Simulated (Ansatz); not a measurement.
# SiC: what SCF settings change

Which SCF settings change the result for SiC, and which only the effort? The default run comes first. System: SiC, its deposited structure (space group F-43m); the cell holds 2 atoms. Source: COD entry 1010995, which need not be the ambient phase.

The COD entry's cell or inner coordinates are ideal or old and differ from later refinements, so a difference from it is no clean test against experiment.

Method: DFT PBE, PAW, plane waves, scalar-relativistic, in Ansatz 0.2.0.

## 1. The starting structure

The structure is cubic, space group F-43m (No. 216). The conventional cell has a = 4.348 Å, b = 4.348 Å, c = 4.348 Å, α = 90.00°, β = 90.00°, γ = 90.00°. Around Si (site symmetry -43m) lie 4 C at 1.88 Å. C (site symmetry -43m) is surrounded by 4 Si at 1.88 Å.

Structure file:

```
Si C
1.0
     0.00000    2.17400    2.17400
     2.17400    0.00000    2.17400
     2.17400    2.17400    0.00000
Si C
1 1
Direct
  0.00000 0.00000 0.00000
  0.75000 0.75000 0.75000
```

Atoms are counted from 1 in the order of input.yaml (C2 and so on).

Changes shown after the default run: Anderson, β 0.2, history 4, no preconditioner; Broyden, β 1.0, history 3, no preconditioner; density-residual threshold 1e-4 eV; tetrahedron occupations; linear mixing, β 0.7, no preconditioner; cutoff 120 eV; linear mixing, β 0.4, Kerker; Anderson, β 1.0, backtracking line search.

The search for lower states is off throughout, and inputs that name a mixer don't switch to direct minimisation unless they say so. Spin polarisation is off.

## 2. Default SCF settings

The input, input.yaml:

```yaml
crystal:
  lattice:
    - [0.0, 2.174, 2.174]
    - [2.174, 0.0, 2.174]
    - [2.174, 2.174, 0.0]
  atoms:
    - { symbol: Si, position: [0.0, 0.0, 0.0] }
    - { symbol: C, position: [0.75, 0.75, 0.75] }
hamiltonian:
  xc: pbe
  pseudopotentials: { kind: paw }
basis:
  ecutwfc: 420
kpoints:
  mp_grid: { grid: [12, 12, 12] }
scf:
  occupations: { method: fermi_dirac, width: 0.1 }
  lower_state_search: "off"
output:
  forces: true
  stress: true
  write_density: true
  write_potential: true
  elf: true
  volumetric_format: npy
```

Launch:

```bash
> ansatz run input.yaml --threads 2 --pin off --max-ram 5120MiB --backend cpu --events-out ev --progress --plain --runs-dir out
```

The runs that follow: Anderson, β 0.2, history 4, no preconditioner; Broyden, β 1.0, history 3, no preconditioner; Density-residual threshold 1e-4 eV; Tetrahedron occupations; Linear mixing, β 0.7, no preconditioner; Cutoff 120 eV; Linear mixing, β 0.4, Kerker; Anderson, β 1.0, backtracking line search.

Q: What does this run give, and which of the planned changes alter effort or result? Wanted: largest shift of the free energy by occupations, cutoff, mesh or field.

As calculated:

```
                                                              quantity                                              value
                                                           default run  6 iterations, with a gap of 1.35 eV on the k-mesh
                  fewest iterations to that state among the runs shown      4 (Anderson, β 1.0, backtracking line search)
                                                 most iterations to it       13 (linear mixing, β 0.7, no preconditioner)
           runs that end in another state, among changes of path alone                                                  0
largest shift of the free energy by occupations, cutoff, mesh or field                     +3660 meV/atom (cutoff 120 eV)
```

In words: The default and the runs that change only the path, 6 in all, end in one state, in 4 to 13 iterations. Occupations, cutoff, mesh and fields change the problem that is solved, not just the path; the largest shift here is that of “cutoff 120 eV”. Other settings tried on this cell gave no result: unknown mixer pulay2 (input refused); misspelt key scf.mixing.betta (input refused). Counts include iterations that the program adds to test a close, so a difference of one or two ranks nothing. The starting density is a sum of atomic densities corrected by a trained network, so it is already close to self-consistency.

These are semilocal Kohn-Sham gaps, which aren't the measured quantity. Such gaps usually fall short of the measured ones.
